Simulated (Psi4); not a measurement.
# HF-D4/STO-3G (density fitting) run of GeS (germanium sulfide)

Aim: the electrostatic solvation energy at fixed shape (IEF-PCM, ethanol) of GeS (germanium sulfide) at HF-D4/STO-3G (density fitting), from 2 runs. 

The calculation is run with Psi4 1.11.

9 further runs of the same task are left out: 1 for a known fault of the program, 6 that didn't finish, 2 set aside as unsound or not needed.

## 1. The molecule

The species is GeS (2 atoms), meant as a singlet with charge 0. As SMILES, `[S+]#[Ge-]`. The bond length is the measured one.

Bond lengths: S1–Ge2 2.012 Å.

## 2. The energy at HF-D4/STO-3G (density fitting)

Contents of ges.dat:

```
memory 1600 MB

molecule system {
  0 1
  S      0.000000     0.000000     0.000000
  Ge     0.000000     0.000000     2.012086
  symmetry c1
}

set basis STO-3G
set reference rhf

energy('hf-d4')
```

Started as:

```
$ psi4 ges.dat ges.out -n 1
```

ges.out:

```text
[...]
  Running in c1 symmetry.
[...]
  Nuclear repulsion =  134.655641887593276
[...]
  Multiplicity = 1
[...]
  Nalpha       = 24
  Nbeta        = 24
[...]
    Number of basis functions: 27
[...]
   @DF-RHF iter   1: -2443.64102728570197   -2.02819e+00   4.11283e-02 ADIIS/DIIS
[...]
   @DF-RHF iter   9: -2444.91361771773381   -1.44428e-09   6.15097e-07 DIIS
[...]
    Orbital Energies [Eh]
    ---------------------
    Doubly Occupied:
       1A   -400.458243     2A    -90.621064     3A    -50.307628
       4A    -45.370428     5A    -45.370428     6A    -45.369200
       7A     -8.544827     8A     -6.416609     9A     -6.175732
      10A     -6.173005    11A     -6.173005    12A     -4.456071
      13A     -4.456071    14A     -4.453356    15A     -0.824985
      16A     -0.593196    17A     -0.593196    18A     -0.588998
      19A     -0.588998    20A     -0.579568    21A     -0.446202
      22A     -0.240360    23A     -0.236236    24A     -0.236236
[...]
  @DF-RHF Final Energy: -2444.91361771773381
   => Energetics <=
    Nuclear Repulsion Energy =            134.6556418875932764
    One-Electron Energy =               -3700.5802419319556975
    Two-Electron Energy =                1121.0164462375839776
    Total Energy =                      -2444.9136177177338141
[...]
 Multipole Moments:
 ------------------------------------------------------------------------------------
     Multipole            Electronic (a.u.)      Nuclear  (a.u.)        Total (a.u.)
 ------------------------------------------------------------------------------------
 L = 1.  Multiply by 2.5417464519 to convert [e a0] to [Debye]
 Dipole X            :          0.0000000            0.0000000            0.0000000
 Dipole Y            :         -0.0000000            0.0000000           -0.0000000
 Dipole Z            :          6.2257428           -5.7319003            0.4938424
 Magnitude           :                                                    0.4938424
[...]
```

It took 2.6 s on 1 thread of Intel Xeon 6975P-C (Granite Rapids), shared host; peak memory 0.21 GiB.

## 3. A single-point energy at HF-D4/STO-3G (density fitting, IEF-PCM ethanol)

Contents of ges.in:

```
memory 1.6 GB

molecule {
  S
  Ge 1 2.012086
  symmetry c1
}

set basis STO-3G
set reference rhf
set pcm true

pcm = {
  Units = Angstrom
  Medium {
    SolverType = IEFPCM
    Solvent = Ethanol
  }
  Cavity {
    Type = GePol
    RadiiSet = UFF
    Scaling = False
    Area = 0.3
    Mode = Implicit
  }
}

energy("hf-d4")
```

Started as:

```
$ psi4 -i ges.in -o ges.out -n 1
```

ges.out:

```text
[...]
  Running in c1 symmetry.
[...]
  Nuclear repulsion =  134.655641887593276
[...]
  Multiplicity = 1
[...]
  Nalpha       = 24
  Nbeta        = 24
[...]
    Number of basis functions: 27
[...]
   @DF-RHF iter   1: -2443.91719417483091   -2.30434e+00   3.26480e-02 DIIS/ADIIS
[...]
   @DF-RHF iter   8: -2444.91883909369017   -9.94851e-09   7.75365e-07 DIIS
[...]
    Orbital Energies [Eh]
    ---------------------
    Doubly Occupied:
       1A   -400.457499     2A    -90.600453     3A    -50.306379
       4A    -45.369244     5A    -45.369244     6A    -45.367937
       7A     -8.527510     8A     -6.414369     9A     -6.158668
      10A     -6.155731    11A     -6.155731    12A     -4.453778
      13A     -4.453778    14A     -4.451074    15A     -0.817091
      16A     -0.591218    17A     -0.591218    18A     -0.586886
      19A     -0.586886    20A     -0.577259    21A     -0.440214
      22A     -0.236980    23A     -0.230420    24A     -0.230420
[...]
  @DF-RHF Final Energy: -2444.91883909369017
   => Energetics <=
    Nuclear Repulsion Energy =            134.6556418875932764
    One-Electron Energy =               -3700.4662105352122126
    Two-Electron Energy =                1120.9032614261889194
    PCM Polarization Energy =              -0.0060679613052530
    Total Energy =                      -2444.9188390936901669
[...]
 Multipole Moments:
 ------------------------------------------------------------------------------------
     Multipole            Electronic (a.u.)      Nuclear  (a.u.)        Total (a.u.)
 ------------------------------------------------------------------------------------
 L = 1.  Multiply by 2.5417464519 to convert [e a0] to [Debye]
 Dipole X            :          0.0000000            0.0000000            0.0000000
 Dipole Y            :         -0.0000000            0.0000000           -0.0000000
 Dipole Z            :          6.4359680           -5.7319003            0.7040676
 Magnitude           :                                                    0.7040676
[...]
```

It took 2.8 s on 1 thread of Intel Xeon 6975P-C (Granite Rapids), shared host; peak memory 0.21 GiB.

## 4. Summary of results

Level: HF-D4/STO-3G (density fitting).

```
                                        quantity           value
                         gas phase: total energy  -2444.91362 Eh
                        gas phase: dipole moment          1.26 D
                          gas phase: HOMO energy        -6.43 eV
                          gas phase: LUMO energy         5.42 eV
                        gas phase: HOMO–LUMO gap        11.84 eV
                    gas phase: dispersion energy   -14.35 kJ/mol
                  IEF-PCM, ethanol: total energy  -2444.91884 Eh
                 IEF-PCM, ethanol: dipole moment          1.79 D
                   IEF-PCM, ethanol: HOMO energy        -6.27 eV
                   IEF-PCM, ethanol: LUMO energy         5.68 eV
                 IEF-PCM, ethanol: HOMO–LUMO gap        11.95 eV
             IEF-PCM, ethanol: dispersion energy   -14.35 kJ/mol
    IEF-PCM, ethanol: solvent term in the energy    -15.9 kJ/mol
energy change from gas to solvent at fixed shape       -0.142 eV
```

**Reading.** The solvent model (IEF-PCM, ethanol) lowers the energy by 0.14 eV (−3.3 kcal/mol) at the same shape. It holds the electrostatic part alone, without cavity or dispersion terms.
